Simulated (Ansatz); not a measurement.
# ClZr: the cost of one run

Method: def2-QZVPP, core rule «outside noble gas», up to 9 orbitals frozen; program: Ansatz 0.2.0, Gaussian basis.

To be run: UHF; ROHF; CCSD(T) on UHF.

### Step 1. What is computed

The geometry is a PBE0/def2-TZVP stationary point (not a proven minimum). No spin-orbit coupling is included. Elements past krypton take def2 core potentials.

2 atoms, charge 0, spin multiplicity 6.

Atoms are counted from 1 here; the program's logs count them from 0.

Bond lengths: Zr1–Cl2 3.133 Å.

### Step 2. UHF

Contents of in.yaml:

```yaml
crystal:
  periodic: [false, false, false]
  atoms:
    - {symbol: Zr, position_ang: [0.000000, 0.000000, 0.000000]}
    - {symbol: Cl, position_ang: [0.000000, 0.000000, 3.133000]}
basis:
  gaussian: {orbitals: "def2-QZVPP.json"}
magnetization: {spin_polarized: true, initial_magnetization: 5}
hamiltonian: {xc: hf}
output: {orbitals: {seedname: orbitals}}
```

Started as:

```
ansatz run in.yaml --threads 1 --pin off --events-out ev --progress --plain --max-ram 4096MiB --backend cpu
```

What time and memory should one allow on 1 thread of AMD EPYC 7R13, shared host?

About 50 s, with a peak of 0.38 GiB.
